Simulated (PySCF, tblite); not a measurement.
**C2H6ClOSi radical, a small gas-phase stand-in for a defect centre (C site with back bonds O[SiH3], C, Cl): EPR parameters**

Aim: the EPR parameters of `C[C](Cl)O[SiH3]`. It is drawn as: dangling bond.

Programs: tblite 0.8.0 and PySCF 2.14.0. All values are calculated, for the isolated system unless a continuum is named. Atoms count from 0, parts from 1.

## (1) The system as given

11 atoms, charge 0, multiplicity 2; geometry: distance geometry start.

## (2) Relaxing the cluster with GFN2-xTB

What the job is given:

```
{"job": {"kind": "relax", "xc": "GFN2-xTB", "basis": "xTB"}, "charge": 0, "multiplicity": 2}
C      0.261028    -2.182467    -1.046199
O      0.749825    -1.284993    -2.014890
Si     2.238270    -0.360026    -1.881667
C     -0.494562    -1.551931     0.069161
Cl     1.351346    -3.488795    -0.587538
H      2.594340     0.144608    -3.169180
H      2.068064     0.685098    -0.952038
H      3.311936    -1.214595    -1.444167
H     -1.445984    -1.358748    -0.271671
H     -0.016356    -0.677838     0.345595
H     -0.500038    -2.218119     0.862186
```

Level: GFN2-xTB geometry optimisation, gas phase.

Started as:

```console
OMP_NUM_THREADS=1 python cluster_run.py task.json out
```

One launch serves the whole session: the jobs run in the order shown.

The program printed:

```text
step      E/eV     max force
  0    -480.59718    2.619
  1    -480.95568    1.265
  2    -481.03577    0.904
  3    -481.05768    0.545
  4    -481.08659    0.820
  5    -481.11669    0.623
  6    -481.13587    0.361
  7    -481.14488    0.251
  8    -481.15295    0.241
  9    -481.15885    0.233
 10    -481.16319    0.172
 11    -481.16668    0.178
 12    -481.17038    0.210
 13    -481.17426    0.242
 14    -481.17699    0.150
 15    -481.17849    0.115
 16    -481.18000    0.110
 17    -481.18214    0.178
 18    -481.18453    0.199
 19    -481.18662    0.160
 20    -481.18824    0.108
 21    -481.18957    0.104
 22    -481.19073    0.100
 23    -481.19171    0.078
 24    -481.19266    0.097
 25    -481.19396    0.102
 26    -481.19571    0.130
 27    -481.19731    0.118
 28    -481.19823    0.089
 29    -481.19872    0.077
 30    -481.19913    0.067
 31    -481.19976    0.081
 32    -481.20049    0.089
 33    -481.20103    0.060
 34    -481.20130    0.047
 35    -481.20151    0.045
 36    -481.20185    0.061
 37    -481.20237    0.074
 38    -481.20294    0.072
 39    -481.20338    0.056
 40    -481.20374    0.059
 41    -481.20423    0.094
 42    -481.20522    0.143
 43    -481.20700    0.185
 44    -481.20917    0.175
 45    -481.21110    0.157
 46    -481.21274    0.165
 47    -481.21420    0.227
 48    -481.21648    0.177
 49    -481.21994    0.175
 50    -481.22148    0.112
 51    -481.22272    0.125
 52    -481.22362    0.080
 53    -481.22476    0.067
 54    -481.22643    0.074
 55    -481.22754    0.092
 56    -481.22796    0.125
 57    -481.22870    0.078
 58    -481.22899    0.055
 59    -481.22926    0.034
 60    -481.22938    0.036
 61    -481.22947    0.022
 62    -481.22951    0.015
 63    -481.22954    0.015
 64    -481.22957    0.014
 65    -481.22962    0.020
 66    -481.22969    0.026
 67    -481.22978    0.032
 68    -481.22990    0.039
 69    -481.23007    0.045
 70    -481.23035    0.051
 71    -481.23082    0.065
 72    -481.23149    0.077
 73    -481.23220    0.065
 74    -481.23287    0.062
 75    -481.23362    0.076
 76    -481.23452    0.083
 77    -481.23574    0.082
 78    -481.23686    0.086
 79    -481.23736    0.083
 80    -481.23817    0.094
 81    -481.23877    0.064
 82    -481.23939    0.041
 83    -481.24005    0.073
 84    -481.24065    0.064
 85    -481.24123    0.062
 86    -481.24201    0.075
 87    -481.24254    0.122
 88    -481.24370    0.153
 89    -481.24442    0.085
 90    -481.24526    0.091
 91    -481.24547    0.051
 92    -481.24587    0.039
 93    -481.24659    0.058
 94    -481.24713    0.086
 95    -481.24757    0.053
 96    -481.24801    0.076
 97    -481.24853    0.091
 98    -481.24920    0.113
 99    -481.25008    0.167
100    -481.25087    0.175
101    -481.25171    0.078
102    -481.25246    0.054
103    -481.25301    0.060
104    -481.25381    0.080
105    -481.25450    0.087
106    -481.25466    0.153
107    -481.25537    0.049
108    -481.25565    0.044
109    -481.25605    0.041
110    -481.25670    0.049
111    -481.25713    0.056
112    -481.25793    0.074
113    -481.25872    0.100
114    -481.25961    0.088
115    -481.26038    0.096
116    -481.26114    0.067
117    -481.26180    0.049
118    -481.26239    0.049
119    -481.26269    0.051
120    -481.26330    0.069
121    -481.26400    0.095
122    -481.26520    0.122
123    -481.26698    0.104
124    -481.27010    0.133
125    -481.27122    0.087
126    -481.27228    0.158
127    -481.27293    0.104
128    -481.27406    0.084
129    -481.27520    0.105
130    -481.27701    0.208
131    -481.27873    0.152
132    -481.28053    0.057
133    -481.28128    0.082
134    -481.28178    0.053
135    -481.28236    0.059
136    -481.28303    0.060
137    -481.28343    0.052
138    -481.28397    0.076
139    -481.28443    0.052
140    -481.28480    0.030
141    -481.28490    0.071
142    -481.28510    0.035
143    -481.28515    0.015
144    -481.28519    0.009
145    -481.28521    0.008
```

Wall time 2.2 s (1 thread of Arm Neoverse V1, shared host).

Step by step:

```
step  energy from step 0 (eV)  largest force (eV/Å)
   0                   0.0000                2.6195
   6                  -0.5387                0.3608
  12                  -0.5732                0.2103
  18                  -0.5874                0.1986
  24                  -0.5955                0.0968
  30                  -0.6020                0.0668
  36                  -0.6047                0.0608
  42                  -0.6080                0.1431
  48                  -0.6193                0.1772
  54                  -0.6293                0.0730
  60                  -0.6322                0.0358
  66                  -0.6325                0.0262
  72                  -0.6343                0.0762
  78                  -0.6397                0.0863
  84                  -0.6435                0.0632
  90                  -0.6481                0.0904
  96                  -0.6508                0.0767
 102                  -0.6553                0.0540
 108                  -0.6585                0.0432
 114                  -0.6624                0.0886
 120                  -0.6661                0.0695
 126                  -0.6751                0.1578
 132                  -0.6834                0.0575
 138                  -0.6868                0.0762
 144                  -0.6880                0.0092
 145                  -0.6880                0.0081
```

Distances of close pairs at the start and the end, largest changes first:

```
  bond  before (Å)  after (Å)  change (Å)
O1–Si2       1.757      1.639      -0.119
 C0–O1       1.408      1.328      -0.080
 C3–H9       1.034      1.096      +0.062
 C3–H8       1.029      1.088      +0.059
Si2–H6       1.409      1.463      +0.054
C3–H10       1.036      1.087      +0.052
C0–Cl4       1.762      1.727      -0.035
Si2–H5       1.428      1.453      +0.025
```

## (3) Relaxing the molecule at PBE0-D3(BJ)/def2-SVP

What the job is given:

```
{"job": {"xc": "PBE0", "basis": "def2-SVP", "d3": "d3bj", "grid": 2, "kind": "geom", "shake": 0.01}, "charge": 0, "multiplicity": 2}
C     -0.303676    -0.671112     0.277876
O      0.042328     0.264480    -0.616824
Si     1.484180     0.809403    -1.143586
C     -1.633794    -0.518495     0.898909
Cl     0.924065    -1.354817     1.224560
H      1.012979     1.763708    -2.124936
H      2.240837     1.420315    -0.021081
H      2.309363    -0.283413    -1.692936
H     -2.388304    -0.238583     0.154361
H     -1.686822     0.248560     1.690808
H     -1.968468    -1.468545     1.363149
```

The program printed:

```text
step   0  E = -903.91249848  max force = 0.028545
step   1  E = -903.91873807  max force = 0.004585
step   2  E = -903.91905920  max force = 0.002715
step   3  E = -903.91913660  max force = 0.002080
step   4  E = -903.91921617  max force = 0.003399
step   5  E = -903.91931132  max force = 0.001857
step   6  E = -903.91938143  max force = 0.000856
step   7  E = -903.91943754  max force = 0.001391
step   8  E = -903.91945108  max force = 0.000823
step   9  E = -903.91945554  max force = 0.000181
optimisation converged
```

Wall time 97 s (1 thread of Arm Neoverse V1, shared host); peak memory 0.58 GiB.

Step by step:

```
step  energy from step 0 (eV)  largest force component (eV/Å)
   0                   0.0000                          1.4678
   1                  -0.1698                          0.2358
   2                  -0.1785                          0.1396
   3                  -0.1806                          0.1070
   4                  -0.1828                          0.1748
   5                  -0.1854                          0.0955
   6                  -0.1873                          0.0440
   7                  -0.1888                          0.0715
   8                  -0.1892                          0.0423
   9                  -0.1893                          0.0093
```

Close pairs (by a distance rule), those that changed most:

```
  bond  before (Å)  after (Å)  change (Å)
C0–Cl4       1.694      1.764      +0.070
O1–Si2       1.629      1.695      +0.066
Si2–H5       1.448      1.486      +0.038
Si2–H7       1.475      1.490      +0.015
C3–H10       1.109      1.098      -0.011
 C0–C3       1.476      1.484      +0.008
 C3–H8       1.096      1.100      +0.004
 C3–H9       1.104      1.107      +0.003
```

The next job starts from the end point, and lists it.

```
                         at the end point                value
  point group (found at 0.08 Å tolerance)                   C1
rotational constants (GHz, main isotopes)  4.621, 2.176, 1.530
                        dipole moment (D)                 0.73
                                     ⟨S²⟩                0.753
```

## (4) g tensor and hyperfine couplings: B3LYP/IGLO-III+pcH-1

What the job is given:

```
{"job": {"kind": "epr"}, "charge": 0, "multiplicity": 2}
C     -0.385146    -0.746154     0.630836
O     -0.101006     0.340778    -0.099061
Si     1.393708     0.704226    -0.810284
C     -1.755090    -0.814009     1.196606
Cl     0.915224    -1.301261     1.686131
H      1.072513     1.772309    -1.792280
H      2.351235     1.214057     0.208519
H      1.941642    -0.501892    -1.492770
H     -2.483821    -0.613969     0.397471
H     -1.903612    -0.056457     1.989823
H     -1.950416    -1.806229     1.623965
```

With the program's defaults for keys left out, this is: UKS B3LYP, IGLO-III on C Cl O Si, pcH-1 on H, non-relativistic, mean-field spin-orbit, GIAO.

The program printed:

```text
UKS, coarse grid
  cycle   1  E = -904.74750699  |g| = 5.24e-01
  cycle   2  E = -904.55469954  |g| = 8.93e-01
  cycle   3  E = -904.83388170  |g| = 1.17e-01
  cycle   4  E = -904.83888274  |g| = 4.68e-02
  cycle   5  E = -904.83978204  |g| = 1.14e-02
  cycle   6  E = -904.83983347  |g| = 5.60e-03
  cycle   7  E = -904.83985004  |g| = 1.44e-03
  cycle   8  E = -904.83985034  |g| = 5.99e-04
UKS, final grid
  cycle   1  E = -904.83985183  |g| = 6.37e-04
  cycle   2  E = -904.83985173  |g| = 8.16e-04
  cycle   3  E = -904.83985202  |g| = 1.01e-04
  cycle   4  E = -904.83985202  |g| = 4.03e-05
  cycle   5  E = -904.83985203  |g| = 2.13e-05
E = -904.83985203 Eh   <S^2> = 0.7533 (exact 0.7500)
g shifts (ppm)      1          2          3
  rmc          -206       -206       -206
  gc              6         37         35
  oz_so        -550       2733       5377
  total        -750       2564       5206
hyperfine (MHz)  atom isotope    a_iso     a_fc   dipolar eigenvalues
    0   13C     303.40     303.08    -72.70    -71.33    144.03
    1   17O     -12.62     -12.52    -43.68     21.15     22.53
    2  29Si      -4.49      -4.51     -1.78      0.76      1.02
    3   13C       6.88       6.86     -3.24     -2.54      5.78
    4  35Cl      24.07      24.20    -23.56    -15.97     39.54
    5    1H      -2.04      -2.05     -1.90     -1.53      3.43
    6    1H       4.16       4.16     -1.75     -1.63      3.38
    7    1H       6.61       6.61     -2.55     -2.22      4.78
    8    1H      18.52      18.52     -5.57     -4.60     10.18
    9    1H     110.03     110.03     -4.01     -2.36      6.38
   10    1H      17.27      17.26     -5.57     -4.58     10.15
```

It took 53 s on 1 thread of Arm Neoverse V1, shared host; peak memory 0.89 GiB.

Principal g values 2.00157, 2.00488, 2.00753; g(iso) = 2.00466, against 2.00232 for a free electron.

Hyperfine couplings, nucleus by nucleus at this fixed geometry (no averaging over rotations):

```
nuclei  isotope  a(iso) (MHz)  a(iso) (G, at g = 2.0023)  largest dipolar term (MHz)
    C0      13C         303.4                      108.3                       144.0
    H9       1H         110.0                       39.3                         6.4
   Cl4     35Cl          24.1                        8.6                        39.5
    H8       1H          18.5                        6.6                        10.2
   H10       1H          17.3                        6.2                        10.1
    O1      17O         -12.6                       -4.5                       -43.7
    C3      13C           6.9                        2.5                         5.8
    H7       1H           6.6                        2.4                         4.8
   Si2     29Si          -4.5                       -1.6                        -1.8
    H6       1H           4.2                        1.5                         3.4
    H5       1H          -2.0                       -0.7                         3.4
```

Mulliken spin populations:

```
atom  value (e)
  C0       0.84
  O1       0.07
 Si2       0.00
  C3      -0.08
 Cl4       0.07
  H5       0.00
  H6       0.00
  H7       0.01
  H8       0.01
  H9       0.07
 H10       0.01
```

In first order the couplings over 0.8 MHz of 1H, 35Cl give 256 distinct lines over 82.4 G.

## (5) EPR parameters: BHandHLYP/IGLO-III+pcH-1

Settings changed since step 4:

```diff
@@ -1,2 +1,2 @@
-{"job": {"kind": "epr"}, "charge": 0, "multiplicity": 2}
+{"job": {"kind": "epr", "xc": "BHandHLYP"}, "charge": 0, "multiplicity": 2}
 C     -0.385146    -0.746154     0.630836
```

Level: UKS BHandHLYP, IGLO-III on C Cl O Si, pcH-1 on H, non-relativistic, mean-field spin-orbit, GIAO.

The program printed:

```text
UKS, coarse grid
  cycle   1  E = -904.62410219  |g| = 4.57e-01
  cycle   2  E = -904.60984370  |g| = 5.30e-01
  cycle   3  E = -904.70562812  |g| = 5.63e-02
  cycle   4  E = -904.70701196  |g| = 2.61e-02
  cycle   5  E = -904.70737383  |g| = 8.16e-03
  cycle   6  E = -904.70742556  |g| = 3.49e-03
  cycle   7  E = -904.70743765  |g| = 1.34e-03
  cycle   8  E = -904.70744096  |g| = 5.16e-04
UKS, final grid
  cycle   1  E = -904.70744057  |g| = 3.84e-04
  cycle   2  E = -904.70744066  |g| = 3.15e-04
  cycle   3  E = -904.70744072  |g| = 9.99e-05
  cycle   4  E = -904.70744074  |g| = 6.96e-05
  cycle   5  E = -904.70744074  |g| = 1.13e-05
E = -904.70744074 Eh   <S^2> = 0.7555 (exact 0.7500)
g shifts (ppm)      1          2          3
  rmc          -207       -207       -207
  gc              4         36         35
  oz_so        -612       2367       5011
  total        -814       2196       4839
hyperfine (MHz)  atom isotope    a_iso     a_fc   dipolar eigenvalues
    0   13C     346.37     346.08    -75.97    -74.31    150.28
    1   17O     -19.07     -18.99    -43.00     20.46     22.55
    2  29Si      -2.61      -2.62     -1.60      0.56      1.04
    3   13C      -0.85      -0.87     -3.56     -2.03      5.59
    4  35Cl      25.70      25.84    -24.20    -13.95     38.15
    5    1H      -2.09      -2.09     -1.85     -1.53      3.38
    6    1H       3.01       3.01     -1.77     -1.65      3.41
    7    1H       3.99       3.99     -2.57     -2.32      4.88
    8    1H      19.50      19.50     -5.86     -4.65     10.52
    9    1H     111.73     111.73     -3.76     -2.48      6.24
   10    1H      17.89      17.87     -5.85     -4.67     10.52
```

Wall time 55 s (1 thread of Arm Neoverse V1, shared host); peak memory 0.89 GiB.

In short: g(iso) 2.00439.

## (6) Run by run: EPR parameters

g, ⟨S²⟩ and isotropic hyperfine couplings (MHz), with basis size and wall time:

```
                     run   g(iso)   ⟨S²⟩  13C C0  1H H9  35Cl Cl4  1H H8  1H H10  functions  time
    B3LYP/IGLO-III+pcH-1  2.00466  0.753   303.4  110.0      24.1   18.5    17.3        253  53 s
BHandHLYP/IGLO-III+pcH-1  2.00439  0.755   346.4  111.7      25.7   19.5    17.9        253  55 s
```

## (7) Outcome

| quantity | value |
| --- | --- |
| point group | C1 |
| rotational constants (main isotopes) | 4.62, 2.18, 1.53 GHz |
| g(iso) (B3LYP) | 2.00466 |
| ⟨S²⟩ | 0.753 (exact 0.75) |
| largest a(iso) | 13C on C0, 303.4 MHz |

The start of the PBE0/def2-SVP relaxation was shaken at random by about 0.01 Å, so part of the energy gained, and of the first lengths quoted, undoes that. The optimisation took 9 steps and gained 0.189 eV; among the close pairs (by a distance rule), C0–Cl4 changed most, from 1.694 to 1.764 Å (PBE0/def2-SVP). No frequency check was run at this level, so the end point may be a saddle. C0 carries the largest spin population, 0.84 e. The isotropic g lies 2.3 ppt above the free-electron value. The coupling of 13C on C0 runs from 303.4 (B3LYP/IGLO-III+pcH-1) to 346.4 MHz (BHandHLYP/IGLO-III+pcH-1). A capped cluster stands for the solid here, so long-range fields and strain are missing, and bands or shifts of the capping hydrogens have no counterpart in it.
